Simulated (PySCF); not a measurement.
# Dy(OH)3: forces at shaken geometries

Aim: move all atoms of relaxed Dy(OH)3 at random and read energies and forces. The structure is generated, not taken from experiment.

Method: B3LYP, Dy lcecp-1-SVP with ECP55, O def2-SVP, H def2-SVP; scalar-relativistic core potentials, no spin–orbit coupling; program: PySCF 2.14.0.

3 further runs of the same task are left out: 2 for a known fault of the program, 1 that didn't finish.

## (1) Where the work starts

7 atoms, charge 0, spin multiplicity 1.

Bond lengths: Dy1–O2 2.058 Å, Dy1–O4 2.058 Å, Dy1–O6 2.058 Å, O2–H3 0.959 Å, O4–H5 0.959 Å, O6–H7 0.959 Å. Angles: O2–Dy1–O4 120.0°, O2–Dy1–O6 120.0°, O4–Dy1–O6 120.0°, Dy1–O2–H3 179.9°, Dy1–O4–H5 179.9°, Dy1–O6–H7 179.9°.

Coordinates:

| atom | x (Å) | y (Å) | z (Å) |
| --- | --- | --- | --- |
| Dy1 | 0.0000 | 0.0000 | 0.1423 |
| O2 | 2.0578 | 0.0000 | 0.1445 |
| H3 | 3.0167 | 0.0000 | 0.1466 |
| O4 | -1.0289 | 1.7821 | 0.1445 |
| H5 | -1.5084 | 2.6125 | 0.1466 |
| O6 | -1.0289 | -1.7821 | 0.1445 |
| H7 | -1.5083 | -2.6125 | 0.1466 |

Formal oxidation states: Dy +3. Each metal's 9 4f electrons lie in its core potential, so multiplicities, spins and levels count the valence alone. An earlier session relaxed this geometry at B3LYP, Dy lcecp-1-SVP with ECP55, O def2-SVP, H def2-SVP (singlet, point group D3h).

Its energy there is -264.583152 Eh.

## (2) Atoms moved at random, σ = 0.15 Å

File run.py (the lines that set the calculation):

```python
mol = gto.M(atom='''
Dy     0.20869    -0.01460     0.07334
O      2.01220     0.08816    -0.00604
H      2.94916    -0.01034     0.38507
O     -1.17531     1.75357     0.17660
H     -1.51184     2.34748     0.06471
O     -0.76429    -1.38274     0.22682
H     -1.71861    -2.78154     0.09503''',
    basis={'Dy': 'lcecp-1-SVP', 'O': 'def2-SVP', 'H': 'def2-SVP'},
    ecp={'Dy': 'lcecp-1-SVP'},
    charge=0, spin=0)
mf = dft.RKS(mol, xc='B3LYP')
mf.grids.atom_grid = (50, 194)  # f atoms: unpruned, at least (60, 302)
mf = mf.density_fit()  # fitting sets: Dy AutoAux, O def2-universal-JKFIT, H def2-universal-JKFIT
mf.conv_tol = 1e-08; mf.max_cycle = 55
mf.kernel(dm0)  # dm0: the density of the relaxed state
```

On the command line:

```bash
$ OMP_NUM_THREADS=2 python run.py
```

## (3) Atoms moved at random, σ = 0.06 Å

File run.py (the lines that set the calculation):

```python
mol = gto.M(atom='''
Dy     0.00669    -0.03400     0.05266
O      2.09802     0.04677     0.12760
H      2.98972     0.07363     0.14411
O     -1.04197     1.71543     0.14119
H     -1.50937     2.65609     0.27222
O     -1.02227    -1.65308     0.18741
H     -1.52082    -2.80483     0.09036''',
    basis={'Dy': 'lcecp-1-SVP', 'O': 'def2-SVP', 'H': 'def2-SVP'},
    ecp={'Dy': 'lcecp-1-SVP'},
    charge=0, spin=0)
mf = dft.RKS(mol, xc='B3LYP')
mf.grids.atom_grid = (50, 194)  # f atoms: unpruned, at least (60, 302)
mf = mf.density_fit()  # fitting sets: Dy AutoAux, O def2-universal-JKFIT, H def2-universal-JKFIT
mf.conv_tol = 1e-08; mf.max_cycle = 55
mf.kernel(dm0)  # dm0: the density of the relaxed state
```

## (4) Atoms moved at random, σ = 0.03 Å

File run.py (the lines that set the calculation):

```python
mol = gto.M(atom='''
Dy    -0.02649     0.02674     0.16091
O      2.07787     0.01738     0.12802
H      3.01926     0.00925     0.16737
O     -1.03506     1.78026     0.15374
H     -1.52901     2.60166     0.10916
O     -1.00800    -1.78743     0.14975
H     -1.49857    -2.64786     0.14659''',
    basis={'Dy': 'lcecp-1-SVP', 'O': 'def2-SVP', 'H': 'def2-SVP'},
    ecp={'Dy': 'lcecp-1-SVP'},
    charge=0, spin=0)
mf = dft.RKS(mol, xc='B3LYP')
mf.grids.atom_grid = (50, 194)  # f atoms: unpruned, at least (60, 302)
mf = mf.density_fit()  # fitting sets: Dy AutoAux, O def2-universal-JKFIT, H def2-universal-JKFIT
mf.conv_tol = 1e-08; mf.max_cycle = 55
mf.kernel(dm0)  # dm0: the density of the relaxed state
```

What does the calculation give? Wanted: for each run, σ; energy rise; harmonic estimate −½ F·u; largest force component.

**Answer**, as computed:

| σ (Å) | energy rise (eV) | harmonic estimate −½ F·u (eV) | largest force component (eV/Å) |
| --- | --- | --- | --- |
| 0.15 | 11.358 | 11.137 | 36.24 |
| 0.06 | 1.913 | 1.582 | 8.61 |
| 0.03 | 0.070 | 0.069 | 1.75 |

Every displacement raises the energy. For a harmonic well the rise equals −½ F·u; the two differ by at most 17 % here (a move with σ = 0.06 Å), from anharmonicity, the grid and the small forces left at the relaxed point. These are double-zeta-type bases without diffuse functions. Spin–orbit coupling is left out.
